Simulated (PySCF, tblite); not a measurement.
# SeCl4: changes of charge, part 2 of 2

tblite 0.8.0 and PySCF 2.14.0. Atoms count from 0.

## 16. Single point (SeCl4+ (doublet)): LC-wPBE/def2-SVP

Geometry: BP86-D3(BJ)/def2-SVP, that of another charge or spin state.

Job settings and geometry (Å):

```
{"job": {"kind": "sp", "xc": "LC-wPBE", "basis": "def2-SVP", "grid": 2}, "charge": 1, "multiplicity": 2}
Se    -0.232489    -0.369547    -0.011529
Cl    -0.440779    -0.625241     2.326538
Cl    -0.387882    -0.599346    -2.357340
Cl     1.984411    -0.137746     0.019473
Cl    -0.910383     1.749649    -0.005861
```

The log of the run:

```text
final grid: 60064 points
cycle   1  E = -4240.2000219021  dE = -6.075e-10  |g| = 1.019e-05  |ddm| = 4.746e-05
converged SCF energy = -4240.2000219021
```

Run time: 70 s. Hardware: 1 thread of Arm Neoverse V2, shared host; peak memory 0.48 GiB.

## 17. Single point (SeCl4): LC-wPBE/def2-SVP

Geometry: BP86-D3(BJ)/def2-SVP, that of another charge or spin state.

Job settings and geometry (Å):

```
{"job": {"kind": "sp", "xc": "LC-wPBE", "basis": "def2-SVP", "grid": 2}, "charge": 0, "multiplicity": 1}
Se     0.021566    -0.010217    -0.002071
Cl    -0.637737    -0.917491     1.925010
Cl    -0.944553    -1.043025    -1.702504
Cl     2.237403    -0.089654    -0.245621
Cl    -0.654244     2.090853    -0.048660
```

The log of the run:

```text
coarse grid: 32600 points
cycle   1  E = -4240.3641800211  dE = -3.153e-01  |g| = 8.007e-01  |ddm| = 3.070e+00
cycle   2  E = -4240.3198184798  dE =  4.436e-02  |g| = 9.914e-01  |ddm| = 2.294e+00
cycle   3  E = -4240.5448869443  dE = -2.251e-01  |g| = 3.532e-02  |ddm| = 1.097e+00
cycle   4  E = -4240.5452238798  dE = -3.369e-04  |g| = 1.645e-02  |ddm| = 5.232e-02
cycle   5  E = -4240.5452905118  dE = -6.663e-05  |g| = 2.954e-03  |ddm| = 2.538e-02
cycle   6  E = -4240.5452991514  dE = -8.640e-06  |g| = 8.221e-04  |ddm| = 1.368e-02
final grid: 60064 points
cycle   7  E = -4240.5449848229  dE = -8.655e-07  |g| = 6.655e-04  |ddm| = 3.656e-03
cycle   8  E = -4240.5449850636  dE = -2.407e-07  |g| = 4.353e-04  |ddm| = 1.715e-03
cycle   9  E = -4240.5449851576  dE = -9.402e-08  |g| = 1.776e-04  |ddm| = 1.032e-03
cycle  10  E = -4240.5449852083  dE = -5.063e-08  |g| = 5.062e-05  |ddm| = 1.094e-03
cycle  11  E = -4240.5449852121  dE = -3.869e-09  |g| = 2.159e-05  |ddm| = 3.343e-04
converged SCF energy = -4240.5449852121
```

Wall time 5.8 s (1 thread of Arm Neoverse V2, shared host); peak memory 0.43 GiB.

## 18. Single point (SeCl₄+ (doublet), Cl[Se+](Cl)(Cl)Cl): LC-wPBE/def2-SVP

Geometry: BP86-D3(BJ)/def2-SVP.

Job settings and geometry (Å):

```
{"job": {"kind": "sp", "xc": "LC-wPBE", "basis": "def2-SVP", "grid": 2}, "charge": 1, "multiplicity": 2}
Se     0.021566    -0.010217    -0.002071
Cl    -0.637737    -0.917491     1.925010
Cl    -0.944553    -1.043025    -1.702504
Cl     2.237403    -0.089654    -0.245621
Cl    -0.654244     2.090853    -0.048660
```

The log of the run:

```text
final grid: 60064 points
cycle   1  E = -4240.1972984487  dE = -1.630e-02  |g| = 1.177e-01  |ddm| = 3.837e-01
cycle   2  E = -4240.1986053586  dE = -1.307e-03  |g| = 1.213e-01  |ddm| = 2.725e-01
cycle   3  E = -4240.2047571730  dE = -6.152e-03  |g| = 1.491e-02  |ddm| = 1.226e-01
cycle   4  E = -4240.2051265070  dE = -3.693e-04  |g| = 8.284e-03  |ddm| = 3.238e-02
cycle   5  E = -4240.2054190010  dE = -2.925e-04  |g| = 2.923e-03  |ddm| = 4.931e-02
cycle   6  E = -4240.2054402926  dE = -2.129e-05  |g| = 1.235e-03  |ddm| = 1.281e-02
cycle   7  E = -4240.2054442609  dE = -3.968e-06  |g| = 3.870e-04  |ddm| = 6.174e-03
cycle   8  E = -4240.2054448437  dE = -5.828e-07  |g| = 2.465e-04  |ddm| = 2.006e-03
cycle   9  E = -4240.2054451075  dE = -2.637e-07  |g| = 1.729e-04  |ddm| = 1.500e-03
cycle  10  E = -4240.2054453154  dE = -2.080e-07  |g| = 9.336e-05  |ddm| = 1.979e-03
cycle  11  E = -4240.2054454229  dE = -1.075e-07  |g| = 3.503e-05  |ddm| = 1.477e-03
cycle  12  E = -4240.2054454309  dE = -8.049e-09  |g| = 8.512e-06  |ddm| = 5.463e-04
converged SCF energy = -4240.2054454309
```

Run time: 8.7 s. Hardware: 1 thread of Arm Neoverse V2, shared host; peak memory 0.45 GiB.

## 19. Single point (SeCl4): LC-wPBE/def2-SVP in acetonitrile

Geometry: BP86-D3(BJ)/def2-SVP.

Job settings and geometry (Å):

```
{"job": {"kind": "sp", "xc": "LC-wPBE", "basis": "def2-SVP", "grid": 2, "solvent": "acetonitrile"}, "charge": 0, "multiplicity": 1}
Se    -0.232489    -0.369547    -0.011529
Cl    -0.440779    -0.625241     2.326538
Cl    -0.387882    -0.599346    -2.357340
Cl     1.984411    -0.137746     0.019473
Cl    -0.910383     1.749649    -0.005861
```

The log of the run:

```text
final grid: 60064 points
cycle   1  E = -4240.5846652890  dE = -7.591e-04  |g| = 2.477e-02  |ddm| = 1.019e-01
cycle   2  E = -4240.5847703624  dE = -1.051e-04  |g| = 2.002e-02  |ddm| = 6.891e-02
cycle   3  E = -4240.5848685425  dE = -9.818e-05  |g| = 3.787e-03  |ddm| = 2.426e-02
cycle   4  E = -4240.5848751164  dE = -6.574e-06  |g| = 1.579e-03  |ddm| = 8.878e-03
cycle   5  E = -4240.5848779062  dE = -2.790e-06  |g| = 3.615e-04  |ddm| = 6.828e-03
cycle   6  E = -4240.5848781587  dE = -2.526e-07  |g| = 1.651e-04  |ddm| = 1.991e-03
cycle   7  E = -4240.5848780981  dE =  6.068e-08  |g| = 4.552e-05  |ddm| = 1.466e-03
cycle   8  E = -4240.5848781040  dE = -5.904e-09  |g| = 2.040e-05  |ddm| = 4.269e-04
converged SCF energy = -4240.5848781040
```

Wall time 3.1 s (1 thread of Arm Neoverse V2, shared host); peak memory 0.49 GiB.

## 20. Single point (SeCl₄+ (doublet), Cl[Se+](Cl)(Cl)Cl): LC-wPBE/def2-SVP in acetonitrile

Geometry: BP86-D3(BJ)/def2-SVP.

Job settings and geometry (Å):

```
{"job": {"kind": "sp", "xc": "LC-wPBE", "basis": "def2-SVP", "grid": 2, "solvent": "acetonitrile"}, "charge": 1, "multiplicity": 2}
Se     0.021566    -0.010217    -0.002071
Cl    -0.637737    -0.917491     1.925010
Cl    -0.944553    -1.043025    -1.702504
Cl     2.237403    -0.089654    -0.245621
Cl    -0.654244     2.090853    -0.048660
```

The log of the run:

```text
final grid: 60064 points
cycle   1  E = -4240.2914228627  dE = -6.412e-04  |g| = 3.045e-02  |ddm| = 8.929e-02
cycle   2  E = -4240.2914891709  dE = -6.631e-05  |g| = 3.062e-02  |ddm| = 7.363e-02
cycle   3  E = -4240.2919272075  dE = -4.380e-04  |g| = 2.666e-03  |ddm| = 3.393e-02
cycle   4  E = -4240.2919290130  dE = -1.805e-06  |g| = 7.146e-04  |ddm| = 2.402e-03
cycle   5  E = -4240.2919295712  dE = -5.582e-07  |g| = 1.464e-04  |ddm| = 1.830e-03
cycle   6  E = -4240.2919296144  dE = -4.321e-08  |g| = 7.113e-05  |ddm| = 3.961e-04
cycle   7  E = -4240.2919296387  dE = -2.436e-08  |g| = 2.940e-05  |ddm| = 4.690e-04
cycle   8  E = -4240.2919296809  dE = -4.212e-08  |g| = 1.381e-05  |ddm| = 2.826e-04
cycle   9  E = -4240.2919296823  dE = -1.421e-09  |g| = 8.486e-06  |ddm| = 1.486e-04
converged SCF energy = -4240.2919296823
```

Wall time 5.2 s (1 thread of Arm Neoverse V2, shared host); peak memory 0.5 GiB.

## 21. Changes of charge: LC-wPBE/def2-SVP

This step combines the energies above: geometries from BP86-D3(BJ)/def2-SVP, zero-point and thermal terms from GFN2-xTB.

Job settings and geometry (Å):

```
{"job": {"kind": "rx", "dirs": [1], "deep": 3, "geom": {"xc": "BP86", "basis": "def2-SVP", "d3": "d3bj", "grid": 1}, "level": {"xc": "LC-wPBE", "basis": "def2-SVP", "solvents": ["acetonitrile"]}}, "charge": 0, "multiplicity": 1}
Se    -0.232489    -0.369547    -0.011529
Cl    -0.440779    -0.625241     2.326538
Cl    -0.387882    -0.599346    -2.357340
Cl     1.984411    -0.137746     0.019473
Cl    -0.910383     1.749649    -0.005861
```

Output (the driver's rows laid out field by field):

```text
ionisation and electron attachment, LC-wPBE/def2-SVP // BP86-D3(BJ)/def2-SVP

row 1
  change                  oxidation
  charge                  1
  multiplicity            2
  vertical_ev             10.2441
  vertical_s2             0.828
  formula                 Cl4Se
  smiles                  Cl[Se+](Cl)(Cl)Cl
  kept                    yes
  pieces                  1
  adiabatic_electronic_ev 10.0965
  adiabatic_ev            10.0837
  free_energy_ev          10.0329
  s2                      0.804
  bonds_moved             0 2 2.362 2.212; 0 1 2.361 2.23; 0 4 2.225 2.208
  spin_on                 3 Cl 0.316; 1 Cl 0.309; 2 Cl 0.241; 4 Cl 0.218
  charge_moved            2 Cl 0.371; 1 Cl 0.36; 0 Se 0.109; 4 Cl 0.086
  vertical_back_ev        9.2393
  relaxation_parent_ev    0.8572
  relaxation_ion_ev       0.1476
  reorganisation_ev       1.0048
  solution                solvent acetonitrile, absolute_potential_v 7.9079, solvation_parent_kj -22.03, solvation_ion_kj -227.06
```

It took 100 s on 1 thread of Arm Neoverse V2, shared host; peak memory 0.5 GiB.

Energy taken up on oxidation, or given off on reduction (eV; adiabatic with zero-point energy):

| change | product | vertical | adiabatic | free energy | reorganisation | ⟨S²⟩ |
| --- | --- | --- | --- | --- | --- | --- |
| oxidation (multiplicity 2) | Cl[Se+](Cl)(Cl)Cl | 10.24 | 10.08 | 10.03 | 1.00 | 0.80 |

On oxidation to multiplicity 2 charge changes most on Cl2 (+0.37 e), Cl1 (+0.36 e), Se0 (+0.11 e); the spin sits on Cl3 (0.32), Cl1 (0.31), Cl2 (0.24); the bond Se0–Cl2 goes from 2.362 to 2.212 Å; the absolute potential is 7.91 V in acetonitrile.

## 22. Summary of results

The summary covers parts 1 to 2.

| quantity | value |
| --- | --- |
| strongest single infrared mode (GFN2-xTB) | 309 cm⁻¹, 207 km/mol |
| zero-point energy (GFN2-xTB) | 2.9 kcal/mol |
| point group | C2v |
| rotational constants (main isotopes) | 1.55, 1.01, 0.85 GHz |
| ionisation energy (B3LYP-D3(BJ)/ma-def2-SVP) | vertical 10.42 eV, adiabatic 10.16 eV |
| ionisation energy (LC-wPBE/def2-SVP) | vertical 10.24 eV, adiabatic 10.08 eV |

In words: All 9 modes are real, so the xTB geometry is a minimum. The strongest single mode, at 309 cm⁻¹, has its largest shares on Se0, Cl1 and Cl2 (the list is cut at 3 atoms). GFN2-xTB is a fitted tight-binding method: band positions and strengths are rough. Its intensities can rank the bands wrongly. Relaxing lowered the energy by 0.227 eV in 7 steps; the close pair that moved most is Se0–Cl3, from 2.122 to 2.229 Å (BP86/def2-SVP). No frequency check was run at this level, so the end point may be a saddle. Steps that list no spin-orbit terms leave them out, which matters at and beside the heavy atoms. At B3LYP-D3(BJ)/ma-def2-SVP, relaxation with the zero-point term after oxidation moves the energy taken up from 10.42 eV (vertical) to 10.16 eV (adiabatic, with zero-point energy).
